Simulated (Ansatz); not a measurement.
# CH6N2Si: how energies converge with the basis set

An exercise on one series of results from a longer session: the logs are not shown, and one member is left open.

The runs use Ansatz 0.2.0, Gaussian basis; one geometry, several basis sets.

Levels to be run: PBE0-D4/def2-SVP; ωB97M-V/def2-SVP; PBE0-D4/def2-QZVPP; ωB97M-V/def2-QZVPP; the functionals' def2-TZVPP values are taken from earlier runs.

## The relaxed structure

The geometry comes from an earlier relaxation with PBE0-D4 in a triple-zeta def2 set; it is a stationary point, not always the lowest conformer.

SMILES `N=C(N)[SiH3]`, 10 atoms, charge 0, spin multiplicity 1.

Atoms are counted from 1 here; the program's logs count them from 0.

Bond lengths: N1–C2 1.276 Å, N1–H5 1.024 Å, C2–N3 1.368 Å, C2–Si4 1.898 Å, N3–H6 1.008 Å, N3–H7 1.004 Å, Si4–H8 1.483 Å, Si4–H9 1.492 Å, Si4–H10 1.480 Å. Angles: C2–N1–H5 112.6°, N1–C2–N3 127.1°, N1–C2–Si4 114.4°, N3–C2–Si4 118.4°, C2–N3–H6 119.4°, C2–N3–H7 119.7°, H6–N3–H7 116.4°, C2–Si4–H8 109.4°, C2–Si4–H9 109.5°, C2–Si4–H10 109.4°, H8–Si4–H9 108.6°, H8–Si4–H10 110.6°, H9–Si4–H10 109.4°.

Set-up of the first run:

in.yaml reads:

```yaml
crystal:
  periodic: [false, false, false]
  atoms:
    - {symbol: N, position_ang: [-1.344786, 1.014555, 0.068885]}
    - {symbol: C, position_ang: [-0.217909, 0.437415, -0.088088]}
    - {symbol: N, position_ang: [0.897547, 0.954526, -0.688219]}
    - {symbol: Si, position_ang: [-0.171175, -1.363612, 0.507763]}
    - {symbol: H, position_ang: [-1.348648, 1.974374, -0.286581]}
    - {symbol: H, position_ang: [0.928970, 1.937508, -0.909347]}
    - {symbol: H, position_ang: [1.782704, 0.494770, -0.571940]}
    - {symbol: H, position_ang: [-0.968007, -2.207428, -0.415115]}
    - {symbol: H, position_ang: [1.238245, -1.853269, 0.502603]}
    - {symbol: H, position_ang: [-0.713843, -1.440038, 1.882939]}
basis:
  gaussian: {orbitals: def2-SVP}
hamiltonian: {xc: pbe0, dispersion: d4}
output: {orbitals: {seedname: orbitals}}
```

On the command line:

```sh
ansatz run in.yaml --threads 2 --pin off --events-out ev --progress --plain --max-ram 4352MiB
```

Steps of the session up to this table: PBE0-D4 in def2-SVP; ωB97M-V in def2-SVP; PBE0-D4 in def2-QZVPP; ωB97M-V in def2-QZVPP.

One of the session's tables, all rows but one given; the rest of the session is left out.

It belongs to the step «Functionals by basis». 

| functional | basis | HOMO (eV) | LUMO (eV) |
| --- | --- | --- | --- |
| PBE0-D4 | def2-SVP | ? | ? |
| PBE0-D4 | def2-TZVPP | -7.16 | 0.00 |
| PBE0-D4 | def2-QZVPP | -7.21 | -0.10 |
| ωB97M-V | def2-SVP | -9.18 | 2.48 |
| ωB97M-V | def2-TZVPP | -9.44 | 2.02 |
| ωB97M-V | def2-QZVPP | -9.49 | 1.46 |

Q: Estimate the row for PBE0-D4, def2-SVP from the others.

The run gave: HOMO (eV): -6.94; LUMO (eV): 0.34. In the column «HOMO (eV)» it is the highest.
